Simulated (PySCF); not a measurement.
# BrH4PSi: the cost of one run

The runs use PySCF 2.14.0, with density-fitted response routines of our own; the level of theory stands in each step. All values are computed, except where a source is named. Atoms count from 0, in the outputs and in this text.

**1. The molecule as given**

7 atoms, charge 0, multiplicity 1; geometry from: GFN2-xTB. The atoms were then displaced at random by about 0.01 Å, so the start is not that level's minimum.

Bonds of the start (Å): P0–Si1 2.26, Si1–Br2 2.23, P0–H3 1.36, P0–H4 1.38, Si1–H5 1.46, Si1–H6 1.46.

**2. Optimising the geometry at PBE0-D3(BJ)/def2-SVP**

What the job is given:

```
{"job": {"xc": "PBE0", "basis": "def2-SVP", "d3": "d3bj", "grid": 1, "shake": 0.01, "kind": "geom"}, "charge": 0, "multiplicity": 1}
P      1.357160    -0.307380    -0.667210
Si    -0.699040     0.304200     0.034960
Br    -2.135160    -1.270180    -0.611830
H      1.531260    -1.307340     0.239190
H      1.989690     0.626390     0.123520
H     -1.126440     1.526450    -0.648930
H     -0.883510     0.398760     1.480370
```

The run is started by

```
> OMP_NUM_THREADS=1 python probes_run.py task.json out
```

One launch serves the whole session: the jobs run in the order shown.

Q: Estimate the wall time and peak memory of this first job on 1 thread of Arm Neoverse V1, shared host.

About 12 s, with a peak of 0.36 GiB.
